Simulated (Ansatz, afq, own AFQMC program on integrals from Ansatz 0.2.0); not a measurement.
**The zirconium atom (triplet): quantum Monte Carlo beside coupled cluster, def2-TZVPP, part 1 of 2**

How near does AFQMC come to the top of the ladder for the zirconium atom (triplet)?

Computed with Ansatz 0.2.0, Gaussian basis, and an in-house AFQMC program (afq) on its integrals; all values are calculated. Level: def2-TZVPP, frozen cores.

Plan: Full CI; CCSD(T) on UHF; Full CI; PBE (unrestricted); Full CI (quintet); CCSDT(Q) on UHF; CCSD(T) on UHF; r2SCAN (unrestricted); PBE0 (unrestricted); B3LYP (unrestricted); wB97M-V (unrestricted); B2PLYP (unrestricted); Phaseless AFQMC, CISD trial on UHF; Phaseless AFQMC, single-determinant trial on UHF; Free-projection AFQMC, CISD trial on UHF.

## (1) The atom

A free atom, in its lowest state of this spin that the program finds. No spin-orbit coupling is included. Elements past krypton take def2 core potentials.

1 atom, charge 0, spin multiplicity 3.

## (2) Full CI

Contents of in.yaml:

```yaml
crystal:
  periodic: [false, false, false]
  atoms:
    - {symbol: Zr, position_ang: [0.000000, 0.000000, 0.000000]}
basis:
  gaussian: {orbitals: def2-TZVPP}
magnetization: {spin_polarized: false, initial_magnetization: 2}
correlation: {method: fci, electrons: outside_noble_gas}
```

Launch:

```console
ansatz run in.yaml --threads 1 --pin off --events-out ev --progress --plain --max-ram 16896MiB --backend cuda --devices 0, --max-vram 18GiB
```

Standard output (excerpt; [...] marks lines left out):

```text
Functional definition: HF
  name "HF"
  cite "Fock, Z. Phys. 61, 126 (1930) doi:10.1007/BF01340294"
  parent pbe
[...]
603 factors; integrals over basis functions are off by at most 2.2e-8 eV
[...]
mean field -1263.66633786 eV, -46.4388813727 hartree, gradient 3.0e-6 eV, S^2 2.000000; 11 other end points of the search recorded, 0 dependent functions left out
[...]
determinant -1263.66633786 eV, -46.4388813727 hartree, with singles and doubles -1265.31086387 eV, -46.4993165888 hartree
determinant -1263.45251749 eV, -46.4310236188 hartree, with singles and doubles -1265.18597425 eV, -46.4947269798 hartree
determinant -1263.66633786 eV, -46.4388813727 hartree, with singles and doubles -1265.26271942 eV, -46.4975473129 hartree
determinant -1263.45251749 eV, -46.4310236188 hartree, with singles and doubles -1265.16893130 eV, -46.4941006631 hartree
4 core orbitals not correlated: weight in the atoms' cores, before any rotation towards them, 1.000 or more for the frozen orbitals, at most 0.000 for the correlated occupied ones
reference -1263.66633786 eV, -46.4388813727 hartree; 3, 1 occupied and 49, 51 virtual orbitals, 603 factors
state -1265.38434407 eV, -46.5020169363 hartree
Total energy: -1265.38434407 eV, -46.5020169363 hartree
```

Run time: 7 s. Hardware: 1 × NVIDIA H100 80GB HBM3 with 1 thread of AMD EPYC 7R13 (Zen 3), shared host; peak host memory 1.6 GiB.

From the report: 219,104 determinants, symmetry B2g.

## (3) CCSD(T) on UHF

Contents of in.yaml:

```yaml
crystal:
  periodic: [false, false, false]
  atoms:
    - {symbol: Zr, position_ang: [0.000000, 0.000000, 0.000000]}
basis:
  gaussian: {orbitals: def2-TZVPP}
magnetization: {spin_polarized: true, initial_magnetization: 2}
correlation: {method: ccsd_t, electrons: outside_noble_gas, hamiltonian_folder: ham}
```

Launched as before.

Standard output (excerpt; [...] marks lines left out):

```text
Functional definition: HF
  name "HF"
  cite "Fock, Z. Phys. 61, 126 (1930) doi:10.1007/BF01340294"
  parent pbe
[...]
372 factors; integrals over basis functions are off by at most 2.1e-4 eV
[...]
mean field -1263.82057331 eV, -46.4445494207 hartree, gradient 8.6e-6 eV, S^2 2.015796; 32 other end points of the search recorded, 0 dependent functions left out
determinant -1263.82057331 eV, -46.4445494207 hartree, with singles and doubles -1265.42928560 eV, -46.5036685069 hartree
determinant -1263.62114348 eV, -46.4372205098 hartree, with singles and doubles -1265.30313978 eV, -46.4990327338 hartree
determinant -1263.25661945 eV, -46.4238244987 hartree, with singles and doubles -1264.83643128 eV, -46.4818815127 hartree
determinant -1263.25641235 eV, -46.4238168879 hartree, with singles and doubles -1264.84095635 eV, -46.4820478057 hartree
[...]
determinant -1260.86028437 eV, -46.3357608087 hartree, with singles and doubles -1261.90605437 eV, -46.3741921473 hartree
determinant -1260.78793820 eV, -46.3331021362 hartree, with singles and doubles -1261.87456412 eV, -46.3730349022 hartree
determinant -1263.82057331 eV, -46.4445494207 hartree, with singles and doubles -1265.37370536 eV, -46.5016259710 hartree
determinant -1263.62114348 eV, -46.4372205098 hartree, with singles and doubles -1265.25972795 eV, -46.4974373782 hartree
4 core orbitals not correlated: weight in the atoms' cores, before any rotation towards them, 0.999 or more for the frozen orbitals, at most 0.000 for the correlated occupied ones
reference -1263.82057331 eV, -46.4445494207 hartree; 3, 1 occupied and 49, 51 virtual orbitals, 372 factors
second order -1.21630398 eV of doubles, -0.00000000 eV of singles
cycle   1  -1.55313185 eV  change    2.1e-7 eV  update   3.5e-6
perturbative correction -0.08007072 eV, -0.0029425447 hartree
Total energy: -1265.45377588 eV, -46.5045685081 hartree
```

Run time: 6.5 s. Hardware: 1 × NVIDIA H100 80GB HBM3 with 1 thread of AMD EPYC 7R13 (Zen 3), shared host; peak host memory 1.6 GiB.

From the report: ⟨S²⟩ of the determinant 2.016 (pure triplet: 2.00); correlation -1.6332 eV; T1 0.028; largest double amplitude 0.09.

This run also writes the integrals to the folder ham.

## (4) Full CI

Contents of in.yaml:

```yaml
hamiltonian:
  integrals:
    folder: ../ham
correlation: {method: fci}
```

The command is unchanged.

Standard output:

```text
Functional definition: HF
  name "HF"
  cite "Fock, Z. Phys. 61, 126 (1930) doi:10.1007/BF01340294"
  parent pbe
  exchange = exact_x
  correlation = 0
reference -1263.82057331 eV, -46.4445494207 hartree; 3, 1 occupied and 49, 51 virtual orbitals, 372 factors
state -1265.48923451 eV, -46.5058715888 hartree
Total energy: -1265.48923451 eV, -46.5058715888 hartree
```

Run time: 5.5 s. Hardware: 1 × NVIDIA H100 80GB HBM3 with 1 thread of AMD EPYC 7R13 (Zen 3), shared host; peak host memory 1.6 GiB.

From the report: 143,436 determinants.

## (5) PBE (unrestricted)

Contents of in.yaml:

```yaml
crystal:
  periodic: [false, false, false]
  atoms:
    - {symbol: Zr, position_ang: [0.000000, 0.000000, 0.000000]}
basis:
  gaussian: {orbitals: def2-TZVPP}
magnetization: {spin_polarized: true, initial_magnetization: 2}
hamiltonian: {xc: {name: PBE}}
output: {orbitals: {seedname: orbitals}}
```

Launch:

```console
ansatz run in.yaml --threads 1 --pin off --events-out ev --progress --plain --max-ram 5632MiB --backend cpu
```

Standard output (excerpt; [...] marks lines left out):

```text
Functional definition: PBE
  name "PBE"
  cite "Perdew, Burke & Ernzerhof, Phys. Rev. Lett. 77, 3865 (1996) doi:10.1103/PhysRevLett.77.3865"
  parent pbe
[...]
312 factors; their error is unknown
[...]
mean field -1276.24946336 eV, -46.9013027056 hartree, gradient 4.3e-6 eV, S^2 2.431277; 17 other end points of the search recorded, 0 dependent functions left out
reference -1276.24948970 eV, -46.9013036734 hartree; 7, 5 occupied and 49, 51 virtual orbitals, 312 factors
Total energy: -1276.24948970 eV, -46.9013036734 hartree
```

Wall time 14 s (1 thread of AMD EPYC 7R13 (Zen 3), shared host); peak memory 1.6 GiB.

From the report: ⟨S²⟩ of the determinant 2.431 (pure triplet: 2.00).

## (6) Full CI (quintet)

Contents of in.yaml:

```yaml
crystal:
  periodic: [false, false, false]
  atoms:
    - {symbol: Zr, position_ang: [0.000000, 0.000000, 0.000000]}
basis:
  gaussian: {orbitals: def2-TZVPP}
magnetization: {spin_polarized: false, initial_magnetization: 4}
correlation: {method: fci, electrons: outside_noble_gas}
```

Launch:

```console
ansatz run in.yaml --threads 1 --pin off --events-out ev --progress --plain --max-ram 16896MiB --backend cuda --devices 0, --max-vram 18GiB
```

Standard output (excerpt; [...] marks lines left out):

```text
Functional definition: HF
  name "HF"
  cite "Fock, Z. Phys. 61, 126 (1930) doi:10.1007/BF01340294"
  parent pbe
[...]
603 factors; integrals over basis functions are off by at most 2.2e-8 eV
[...]
mean field -1263.67422127 eV, -46.4391710827 hartree, gradient 1.7e-6 eV, S^2 6.000000; 24 other end points of the search recorded, 0 dependent functions left out
[...]
determinant -1263.67422127 eV, -46.4391710827 hartree, with singles and doubles -1264.63124853 eV, -46.4743411857 hartree
determinant -1263.48771638 eV, -46.4323171542 hartree, with singles and doubles -1264.54301566 eV, -46.4710986874 hartree
determinant -1262.90341750 eV, -46.4108445665 hartree, with singles and doubles -1264.18553159 eV, -46.4579613901 hartree
determinant -1262.64374167 eV, -46.4013016557 hartree, with singles and doubles -1263.37622371 eV, -46.4282198740 hartree
determinant -1262.56966429 eV, -46.3985793624 hartree, with singles and doubles -1263.36702585 eV, -46.4278818589 hartree
determinant -1263.67422127 eV, -46.4391710827 hartree, with singles and doubles -1264.62894977 eV, -46.4742567076 hartree
determinant -1263.48771638 eV, -46.4323171542 hartree, with singles and doubles -1264.54013990 eV, -46.4709930052 hartree
determinant -1262.90341750 eV, -46.4108445665 hartree, with singles and doubles -1264.22029156 eV, -46.4592387954 hartree
determinant -1262.64374167 eV, -46.4013016557 hartree, with singles and doubles -1263.38691454 eV, -46.4286127550 hartree
determinant -1262.56966429 eV, -46.3985793624 hartree, with singles and doubles -1263.40967649 eV, -46.4294492413 hartree
4 core orbitals not correlated: weight in the atoms' cores, before any rotation towards them, 1.000 or more for the frozen orbitals, at most 0.000 for the correlated occupied ones
reference -1263.67422127 eV, -46.4391710827 hartree; 4, 0 occupied and 48, 52 virtual orbitals, 603 factors
state -1264.65891613 eV, -46.4753579514 hartree
Total energy: -1264.65891613 eV, -46.4753579514 hartree
```

Run time: 7 s. Hardware: 1 × NVIDIA H100 80GB HBM3 with 1 thread of AMD EPYC 7R13 (Zen 3), shared host; peak host memory 1.6 GiB.

From the report: 33,672 determinants, symmetry Ag.

## (7) CCSDT(Q) on UHF

Contents of in.yaml:

```yaml
crystal:
  periodic: [false, false, false]
  atoms:
    - {symbol: Zr, position_ang: [0.000000, 0.000000, 0.000000]}
basis:
  gaussian: {orbitals: def2-TZVPP}
magnetization: {spin_polarized: true, initial_magnetization: 2}
correlation: {method: ccsdt_q, electrons: outside_noble_gas}
```

The command is unchanged.

Standard output (excerpt; [...] marks lines left out):

```text
Functional definition: HF
  name "HF"
  cite "Fock, Z. Phys. 61, 126 (1930) doi:10.1007/BF01340294"
  parent pbe
[...]
603 factors; integrals over basis functions are off by at most 2.2e-8 eV
[...]
mean field -1263.82057351 eV, -46.4445494281 hartree, gradient 2.5e-6 eV, S^2 2.015796; 29 other end points of the search recorded, 0 dependent functions left out
determinant -1263.82057351 eV, -46.4445494281 hartree, with singles and doubles -1265.43167125 eV, -46.5037561781 hartree
determinant -1263.62114410 eV, -46.4372205323 hartree, with singles and doubles -1265.30170967 eV, -46.4989801780 hartree
determinant -1263.25662058 eV, -46.4238245402 hartree, with singles and doubles -1264.84922023 eV, -46.4823514980 hartree
determinant -1263.25641347 eV, -46.4238169291 hartree, with singles and doubles -1264.84609869 eV, -46.4822367833 hartree
[...]
determinant -1260.86028561 eV, -46.3357608545 hartree, with singles and doubles -1261.90012184 eV, -46.3739741312 hartree
determinant -1260.78793932 eV, -46.3331021772 hartree, with singles and doubles -1261.87820527 eV, -46.3731687119 hartree
determinant -1263.82057351 eV, -46.4445494281 hartree, with singles and doubles -1265.37370840 eV, -46.5016260826 hartree
determinant -1263.62114410 eV, -46.4372205323 hartree, with singles and doubles -1265.25972774 eV, -46.4974373705 hartree
4 core orbitals not correlated: weight in the atoms' cores, before any rotation towards them, 0.999 or more for the frozen orbitals, at most 0.000 for the correlated occupied ones
reference -1263.82057351 eV, -46.4445494281 hartree; 3, 1 occupied and 49, 51 virtual orbitals, 603 factors
second order -1.21631345 eV of doubles, -0.00000000 eV of singles
cycle   1  -1.40945242 eV  change   -1.9e-1 eV  update   7.4e-2
[...]
cycle   4  -1.66476168 eV  change    1.7e-8 eV  update   4.7e-7
perturbative correction -0.00285751 eV, -0.0001050114 hartree
Total energy: -1265.48819270 eV, -46.5058333029 hartree
```

Run time: 5.5 s. Hardware: 1 × NVIDIA H100 80GB HBM3 with 1 thread of AMD EPYC 7R13 (Zen 3), shared host; peak host memory 1.6 GiB.

From the report: ⟨S²⟩ of the determinant 2.016 (pure triplet: 2.00); correlation -1.6676 eV; T1 0.029; largest double amplitude 0.10.

## (8) CCSD(T) on UHF

Contents of in.yaml:

```yaml
crystal:
  periodic: [false, false, false]
  atoms:
    - {symbol: Zr, position_ang: [0.000000, 0.000000, 0.000000]}
basis:
  gaussian: {orbitals: "def2-QZVPP.json"}
magnetization: {spin_polarized: true, initial_magnetization: 2}
correlation: {method: ccsd_t, electrons: outside_noble_gas}
```

Same command.

Standard output (excerpt; [...] marks lines left out):

```text
Functional definition: HF
  name "HF"
  cite "Fock, Z. Phys. 61, 126 (1930) doi:10.1007/BF01340294"
  parent pbe
[...]
502 factors; integrals over basis functions are off by at most 1.1e-4 eV
[...]
mean field -1263.85184725 eV, -46.4456987169 hartree, gradient 6.2e-6 eV, S^2 2.016462; 30 other end points of the search recorded, 0 dependent functions left out
determinant -1263.85184725 eV, -46.4456987169 hartree, with singles and doubles -1265.50434892 eV, -46.5064270331 hartree
determinant -1263.64673268 eV, -46.4381608956 hartree, with singles and doubles -1265.38191978 eV, -46.5019278452 hartree
determinant -1263.27404245 eV, -46.4244647820 hartree, with singles and doubles -1264.91034158 eV, -46.4845976659 hartree
determinant -1263.27397186 eV, -46.4244621878 hartree, with singles and doubles -1264.90420851 eV, -46.4843722798 hartree
[...]
determinant -1261.13620389 eV, -46.3459006640 hartree, with singles and doubles -1262.56484946 eV, -46.3984024203 hartree
determinant -1260.86686160 eV, -46.3360025175 hartree, with singles and doubles -1261.96234277 eV, -46.3762607080 hartree
determinant -1263.85184725 eV, -46.4456987169 hartree, with singles and doubles -1265.44000714 eV, -46.5040625164 hartree
determinant -1263.64673268 eV, -46.4381608956 hartree, with singles and doubles -1265.32225207 eV, -46.4997350972 hartree
4 core orbitals not correlated: weight in the atoms' cores, before any rotation towards them, 0.999 or more for the frozen orbitals, at most 0.000 for the correlated occupied ones
reference -1263.85184725 eV, -46.4456987169 hartree; 3, 1 occupied and 74, 76 virtual orbitals, 502 factors
second order -1.26386382 eV of doubles, -0.00000000 eV of singles
cycle   1  -1.58816051 eV  change   -6.2e-7 eV  update   3.5e-6
perturbative correction -0.08591071 eV, -0.0031571603 hartree
Total energy: -1265.52591847 eV, -46.5072196996 hartree
```

Run time: 5.5 s. Hardware: 1 × NVIDIA H100 80GB HBM3 with 1 thread of AMD EPYC 7R13 (Zen 3), shared host; peak host memory 1.6 GiB.

From the report: ⟨S²⟩ of the determinant 2.016 (pure triplet: 2.00); correlation -1.6741 eV; T1 0.029; largest double amplitude 0.07.

## (9) r2SCAN (unrestricted)

Contents of in.yaml:

```yaml
crystal:
  periodic: [false, false, false]
  atoms:
    - {symbol: Zr, position_ang: [0.000000, 0.000000, 0.000000]}
basis:
  gaussian: {orbitals: def2-TZVPP}
magnetization: {spin_polarized: true, initial_magnetization: 2}
hamiltonian: {xc: {name: r2SCAN}}
```

Launch:

```console
ansatz run in.yaml --threads 1 --pin off --events-out ev --progress --plain --max-ram 5632MiB --backend cpu
```

Standard output (excerpt; [...] marks lines left out):

```text
Functional definition: r2SCAN
  name "r2SCAN"
  cite "Furness, Kaplan, Ning, Perdew & Sun, J. Phys. Chem. Lett. 11, 8208 (2020) doi:10.1021/acs.jpclett.0c02405"
  cite "Furness, Kaplan, Ning, Perdew & Sun, J. Phys. Chem. Lett. 11, 9248 (2020) doi:10.1021/acs.jpclett.0c03077"
  parent r2scan
[...]
312 factors; their error is unknown
[...]
mean field -1276.65261998 eV, -46.9161184381 hartree, gradient 5.6e-6 eV, S^2 2.648556; 18 other end points of the search recorded, 0 dependent functions left out
reference -1276.65264805 eV, -46.9161194697 hartree; 7, 5 occupied and 49, 51 virtual orbitals, 312 factors
Total energy: -1276.65264805 eV, -46.9161194697 hartree
```

Wall time 26 s (1 thread of AMD EPYC 7R13 (Zen 3), shared host); peak memory 1.6 GiB.

From the report: ⟨S²⟩ of the determinant 2.649 (pure triplet: 2.00). The determinant is far from a pure spin state, so its energy mixes those of several spin states (harmless only where they are near-degenerate, as at dissociation).

## (10) PBE0 (unrestricted)

Changes to in.yaml since step 9:

```diff
@@ -7,2 +7,3 @@
 magnetization: {spin_polarized: true, initial_magnetization: 2}
-hamiltonian: {xc: {name: r2SCAN}}
+hamiltonian: {xc: {name: PBE0}}
+output: {orbitals: {seedname: orbitals}}
```

Same command.

Standard output (excerpt; [...] marks lines left out):

```text
Functional definition: PBE0
  name "PBE0"
  cite "Adamo & Barone, J. Chem. Phys. 110, 6158 (1999) doi:10.1063/1.478522"
  cite "Perdew, Burke & Ernzerhof, Phys. Rev. Lett. 77, 3865 (1996) doi:10.1103/PhysRevLett.77.3865"
  parent pbe
[...]
390 factors; their error is unknown
[...]
mean field -1275.75328053 eV, -46.8830683230 hartree, gradient 8.6e-6 eV, S^2 2.246844; 7 other end points of the search recorded, 0 dependent functions left out
reference -1275.75330022 eV, -46.8830690463 hartree; 7, 5 occupied and 49, 51 virtual orbitals, 390 factors
Total energy: -1275.75330022 eV, -46.8830690463 hartree
```

Run time: 6 s. Hardware: 1 thread of AMD EPYC 7R13 (Zen 3), shared host; peak memory 1.6 GiB.

From the report: ⟨S²⟩ of the determinant 2.247 (pure triplet: 2.00).

## (11) B3LYP (unrestricted)

Changes to in.yaml since step 10:

```diff
@@ -7,3 +7,2 @@
 magnetization: {spin_polarized: true, initial_magnetization: 2}
-hamiltonian: {xc: {name: PBE0}}
-output: {orbitals: {seedname: orbitals}}
+hamiltonian: {xc: {name: B3LYP}}
```

The command is unchanged.

Standard output (excerpt; [...] marks lines left out):

```text
Functional definition: B3LYP
  name "B3LYP"
  cite "Stephens, Devlin, Chabalowski & Frisch, J. Phys. Chem. 98, 11623 (1994) doi:10.1021/j100096a001"
  cite "Becke, Phys. Rev. A 38, 3098 (1988) doi:10.1103/PhysRevA.38.3098"
  cite "Lee, Yang & Parr, Phys. Rev. B 37, 785 (1988) doi:10.1103/PhysRevB.37.785"
  cite "Vosko, Wilk & Nusair, Can. J. Phys. 58, 1200 (1980) doi:10.1139/p80-159"
[...]
346 factors; their error is unknown
[...]
mean field -1276.74534145 eV, -46.9195258892 hartree, gradient 4.3e-6 eV, S^2 2.003566; 6 other end points of the search recorded, 0 dependent functions left out
reference -1276.74548498 eV, -46.9195311639 hartree; 7, 5 occupied and 49, 51 virtual orbitals, 346 factors
Total energy: -1276.74548498 eV, -46.9195311639 hartree
```

Run time: 2.9 s. Hardware: 1 thread of AMD EPYC 7R13 (Zen 3), shared host; peak memory 1.6 GiB.

From the report: ⟨S²⟩ of the determinant 2.004 (pure triplet: 2.00).

## (12) wB97M-V (unrestricted)

Changes to in.yaml since step 11:

```diff
@@ -7,2 +7,3 @@
 magnetization: {spin_polarized: true, initial_magnetization: 2}
-hamiltonian: {xc: {name: B3LYP}}
+hamiltonian: {xc: {name: wB97M-V}}
+output: {orbitals: {seedname: orbitals}}
```

The command is unchanged.

Standard output (excerpt; [...] marks lines left out):

```text
Functional definition: wB97M-V
  name "wB97M-V"
  cite "Mardirossian & Head-Gordon, J. Chem. Phys. 144, 214110 (2016) doi:10.1063/1.4952647"
  cite "Becke, J. Chem. Phys. 107, 8554 (1997) doi:10.1063/1.475007"
  cite "Vydrov & Van Voorhis, J. Chem. Phys. 133, 244103 (2010) doi:10.1063/1.3521275"
  # Of w^i u^j: cxij and so on, Table III.
[...]
  gx(w, u) = 1 - cx + cx01*u + cx10*w
  gss(w, u) = css00 + css04*u^4 + css10*w + css20*w^2 + css43*w^4*u^3
  gos(w, u) = cos00 + cos10*w + (cos20 + cos21*u)*w^2 + (cos60 + cos61*u)*w^6
[...]
      + integral(e_c_pw_mod_opposite_spin*gos(b97_w_opposite, b97_u_opposite)) + vv10(b, c)
330 factors; their error is unknown
88 factors; integrals over basis functions are off by at most 2.0e-4 eV
[...]
mean field -1273.97244963 eV, -46.8176239945 hartree, gradient 1.3e-5 eV, S^2 2.002575; 5 other end points of the search recorded, 0 dependent functions left out
reference -1273.97247870 eV, -46.8176250627 hartree; 7, 5 occupied and 49, 51 virtual orbitals, 330 factors
Total energy: -1273.97247870 eV, -46.8176250627 hartree
```

It took 13 s on 1 thread of AMD EPYC 7R13 (Zen 3), shared host; peak memory 1.6 GiB.

From the report: ⟨S²⟩ of the determinant 2.003 (pure triplet: 2.00).

## (13) B2PLYP (unrestricted)

Changes to in.yaml since step 12:

```diff
@@ -7,3 +7,3 @@
 magnetization: {spin_polarized: true, initial_magnetization: 2}
-hamiltonian: {xc: {name: wB97M-V}}
-output: {orbitals: {seedname: orbitals}}
+hamiltonian: {xc: {name: B2PLYP}}
+correlation: {electrons: outside_noble_gas}
```

The command is unchanged.

Standard output (excerpt; [...] marks lines left out):

```text
Functional definition: B2PLYP
  name "B2PLYP"
  cite "Grimme, J. Chem. Phys. 124, 034108 (2006) doi:10.1063/1.2148954"
  cite "Becke, Phys. Rev. A 38, 3098 (1988) doi:10.1103/PhysRevA.38.3098"
  cite "Lee, Yang & Parr, Phys. Rev. B 37, 785 (1988) doi:10.1103/PhysRevB.37.785"
[...]
372 factors; integrals over basis functions are off by at most 2.1e-4 eV
[...]
mean field -1271.59714378 eV, -46.7303331145 hartree, gradient 5.6e-6 eV, S^2 2.005946; 6 other end points of the search recorded, 0 dependent functions left out
4 core orbitals not correlated: weight in the atoms' cores, before any rotation towards them, 1.000 or more for the frozen orbitals, at most 0.000 for the correlated occupied ones
reference -1271.59723144 eV, -46.7303363359 hartree; 3, 1 occupied and 49, 51 virtual orbitals, 372 factors
second order -1.65871876 eV of doubles, -0.00000000 eV of singles
Total energy: -1272.04508551 eV, -46.7467946692 hartree
```

It took 3 s on 1 thread of AMD EPYC 7R13 (Zen 3), shared host; peak memory 1.6 GiB.

From the report: ⟨S²⟩ of the determinant 2.006 (pure triplet: 2.00).

(Continued in part 2 of 2.)
